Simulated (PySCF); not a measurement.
# TiF4: geometry, NMR shifts and core binding energies

Wanted: the NMR shifts and core binding energies of TiF4 (`[F][Ti]([F])([F])[F]`), by calculation.

Programs: PySCF 2.14.0, with density-fitted response routines of our own. Each step states its level of theory. These are calculated values for one molecule in the gas phase, unless marked as measured. Atoms are numbered from 0 throughout.

## 1. The starting structure

5 atoms, charge 0, multiplicity 1; geometry from: GFN2-xTB. The atoms were then displaced at random by about 0.01 Å, so the start is not that level's minimum.

Bonds of the start (Å): F0–Ti1 1.69, Ti1–F2 1.68, Ti1–F3 1.68, Ti1–F4 1.70.

## 2. Optimising the geometry at PBE0-D3(BJ)/def2-TZVP

The job: settings as JSON, then the geometry in Å.

```
{"job": {"xc": "PBE0", "basis": "def2-TZVP", "d3": "d3bj", "grid": 2, "shake": 0.01, "kind": "geom"}, "charge": 0, "multiplicity": 1}
F     -1.084130    -0.781390     1.033730
Ti    -0.003940    -0.003830    -0.005600
F      1.193350     0.741710     0.905670
F     -0.766430     1.169850    -0.934500
F      0.694720    -1.160320    -1.037190
```

Launch:

```sh
OMP_NUM_THREADS=2 python probes_run.py task.json out
```

One launch serves the whole session: the jobs run in the order shown.

The log of the run:

```text
step   0  E = -1248.72894580  max force = 0.035592
step   1  E = -1248.73094092  max force = 0.025206
step   2  E = -1248.73746242  max force = 0.005730
step   3  E = -1248.73760513  max force = 0.000790
step   4  E = -1248.73761126  max force = 0.000226
optimisation converged
```

Run time: 15 s. Hardware: 2 threads of AMD EPYC 9R45, shared host; peak memory 0.81 GiB.

Step by step:

| step | energy from step 0 (eV) | largest force component (eV/Å) |
| --- | --- | --- |
| 0 | 0.0000 | 1.8302 |
| 1 | -0.0543 | 1.2961 |
| 2 | -0.2317 | 0.2946 |
| 3 | -0.2356 | 0.0406 |
| 4 | -0.2358 | 0.0116 |

Close pairs (by a distance rule), those that changed most:

| bond | before (Å) | after (Å) | change (Å) |
| --- | --- | --- | --- |
| Ti1–F2 | 1.679 | 1.739 | +0.060 |
| Ti1–F3 | 1.680 | 1.740 | +0.060 |
| F0–Ti1 | 1.689 | 1.740 | +0.051 |
| Ti1–F4 | 1.700 | 1.739 | +0.039 |

The next job starts from the end point, and lists it.

| at the end point | value |
| --- | --- |
| point group (found at 0.08 Å tolerance) | Td |
| rotational constants (GHz, main isotopes) | 3.303, 3.297, 3.290 |
| dipole moment (D) | 0.01 |

## 3. Shielding tensors: PBE0/pcSseg-2

The job: settings as JSON, then the geometry in Å.

```
{"job": {"kind": "nmr", "xc": "PBE0", "basis": "pcSseg-2"}, "charge": 0, "multiplicity": 1}
F     -1.048722    -0.872128     1.013230
Ti     0.080791    -0.085989    -0.051164
F      1.333959     0.669446     0.889332
F     -0.742026     1.125007    -0.990641
F      0.785530    -1.264072    -1.119061
```

With the program's defaults for keys left out, this is: GIAO PBE0/pcSseg-2 NMR shielding, non-relativistic, gas phase.

The log of the run:

```text
coarse grid: 28656 points
cycle   1  E = -1248.3576172255  dE =  9.746e-02  |g| = 1.515e+00  |ddm| = 2.114e+00
cycle   2  E = -1238.5445005139  dE =  9.813e+00  |g| = 9.155e+00  |ddm| = 2.443e+00
cycle   3  E = -1248.6001345593  dE = -1.006e+01  |g| = 1.039e+00  |ddm| = 1.859e+00
cycle   4  E = -1248.7406523018  dE = -1.405e-01  |g| = 2.244e-01  |ddm| = 2.817e-01
cycle   5  E = -1248.7484283972  dE = -7.776e-03  |g| = 4.051e-02  |ddm| = 7.465e-02
cycle   6  E = -1248.7486817259  dE = -2.533e-04  |g| = 4.432e-03  |ddm| = 1.252e-02
cycle   7  E = -1248.7486827511  dE = -1.025e-06  |g| = 3.568e-03  |ddm| = 2.581e-03
cycle   8  E = -1248.7486846914  dE = -1.940e-06  |g| = 5.995e-04  |ddm| = 1.224e-03
final grid: 59672 points
cycle   9  E = -1248.7488249969  dE = -4.647e-07  |g| = 1.517e-03  |ddm| = 1.465e-03
cycle  10  E = -1248.7488227000  dE =  2.297e-06  |g| = 4.091e-03  |ddm| = 1.835e-03
cycle  11  E = -1248.7488253715  dE = -2.672e-06  |g| = 1.020e-04  |ddm| = 1.314e-03
cycle  12  E = -1248.7488253727  dE = -1.137e-09  |g| = 5.354e-05  |ddm| = 5.264e-05
cycle  13  E = -1248.7488253730  dE = -3.788e-10  |g| = 2.054e-05  |ddm| = 2.356e-05
converged SCF energy = -1248.7488253730

GIAO shielding tensors (ppm)
atom      isotropic    diamagn.    paramagn.     s11        s22        s33       span
  0 F     -153.713     472.556    -626.269   -410.268   -408.893    358.022    768.290
  1 Ti      32.312    1606.937   -1574.625     30.468     31.928     34.541      4.073
  2 F     -154.244     472.525    -626.769   -411.313   -409.426    358.008    769.321
  3 F     -154.055     472.560    -626.615   -410.395   -409.785    358.015    768.411
  4 F     -154.264     472.469    -626.733   -411.523   -409.258    357.988    769.510
```

It took 6.8 s on 2 threads of AMD EPYC 9R45, shared host; peak memory 1.3 GiB.

The references, computed at this level on geometries of the same kind, shield at (ppm): 19F CFCl3 174.3. Their shielding less the atom's gives the shift. The references are single molecules in the gas phase, so shifts against H2O, NH3, PH3, H3PO4 or CFCl3 are not on the usual liquid scales and can be off by tens of ppm. Atoms listed in one row are averaged.

| atoms | environment | σ (ppm) | δ (ppm) |
| --- | --- | --- | --- |
| F0, F2, F3, F4 | fluorine bonded to Ti | -154.1 | 328.4 |
| Ti1 | Ti bonded to 4 F | 32 | – |

The run also stored atomic charges by several schemes (e):

| atoms | Mulliken | IAO | Hirshfeld | ESP fit |
| --- | --- | --- | --- | --- |
| F0, F2, F3, F4 | -0.44 | -0.44 | -0.22 | -0.35 |
| Ti1 | 1.76 | 1.76 | 0.89 | 1.41 |

Mayer bond orders: F0–Ti1 0.92, Ti1–F2 0.92, Ti1–F3 0.92, Ti1–F4 0.92.

## 4. Core holes by ΔSCF: SCAN, X2C

The job: settings as JSON, then the geometry in Å.

```
{"job": {"kind": "xps", "basis": "pcX-3", "basis_other": "pcseg-2"}, "charge": 0, "multiplicity": 1}
F     -1.048722    -0.872128     1.013230
Ti     0.080791    -0.085989    -0.051164
F      1.333959     0.669446     0.889332
F     -0.742026     1.125007    -0.990641
F      0.785530    -1.264072    -1.119061
```

Level: delta-SCF UKS SCAN, pcX-3 on the ionised atom, pcseg-2 elsewhere, spin-free X2C.

The log of the run:

```text
ground state, core basis on atom 0 (F), 230 functions
  cycle   1  E = -1253.12693227  |g| = 1.51e+00
  cycle   2  E = -1239.18619686  |g| = 9.84e+00
  cycle   3  E = -1253.33736921  |g| = 1.14e+00
  cycle   4  E = -1253.47291284  |g| = 4.22e-01
  cycle   5  E = -1253.49638911  |g| = 2.05e-01
  cycle   6  E = -1253.50289838  |g| = 6.09e-02
  cycle   7  E = -1253.50346388  |g| = 8.68e-03
  cycle   8  E = -1253.50347311  |g| = 1.88e-03
  cycle   9  E = -1253.50347538  |g| = 1.46e-03
  cycle  10  E = -1253.50347712  |g| = 6.93e-05
  E(ground) = -1253.39162391 Eh
hole in F 1s of atom 0
  cycle   1  E = -1227.12396081  |g| = 2.60e+00
  cycle   2  E = -1226.93624870  |g| = 2.28e+00
  cycle   3  E = -1227.52753191  |g| = 1.17e+00
  cycle   4  E = -1227.36145166  |g| = 1.54e+00
  cycle   5  E = -1228.01778687  |g| = 2.63e-01
  cycle   6  E = -1228.03053141  |g| = 1.34e-01
  cycle   7  E = -1228.03711838  |g| = 1.10e-02
  cycle   8  E = -1228.03706846  |g| = 1.59e-02
  cycle   9  E = -1228.03715929  |g| = 2.02e-03
  cycle  10  E = -1228.03715842  |g| = 2.70e-04
  E(ion) = -1227.93320405 Eh   <S^2> = 0.7569   hole on atom = 1.000   binding energy = 692.759 eV
```

Run time: 2.6 s. Hardware: 2 threads of AMD EPYC 9R45, shared host; peak memory 0.74 GiB.

Binding energies by hole, beside the orbital energy of the ground state; the difference holds orbital relaxation and, for a density functional, its self-interaction error:

| hole | stands for | environment | ΔSCF (eV) | −ε (eV) | ⟨S²⟩ |
| --- | --- | --- | --- | --- | --- |
| F1s on F0 | F0, F2, F3, F4 | fluorine bonded to Ti | 692.76 | 667.3 | 0.757 |

Each hole run stands for the others of its class of like atoms.

## 5. Outcome

| quantity | value |
| --- | --- |
| point group | Td |
| rotational constants (main isotopes) | 3.30, 3.30, 3.29 GHz |
| 19F shifts against CFCl3 (PBE0/pcSseg-2, means over atoms taken as alike) | 328.4 ppm |
| shieldings of Ti (PBE0/pcSseg-2) | Ti1 32.3 ppm |
| F1s binding energies, SCAN/pcX-3 | F0 692.76 eV |

The optimisation took 4 steps and gained 0.236 eV; among the close pairs (by a distance rule), Ti1–F2 changed most, from 1.679 to 1.739 Å. At PBE0/pcSseg-2: The largest span, 769 ppm, is at F0, F2, F3, F4, where the paramagnetic term is -627 ppm.
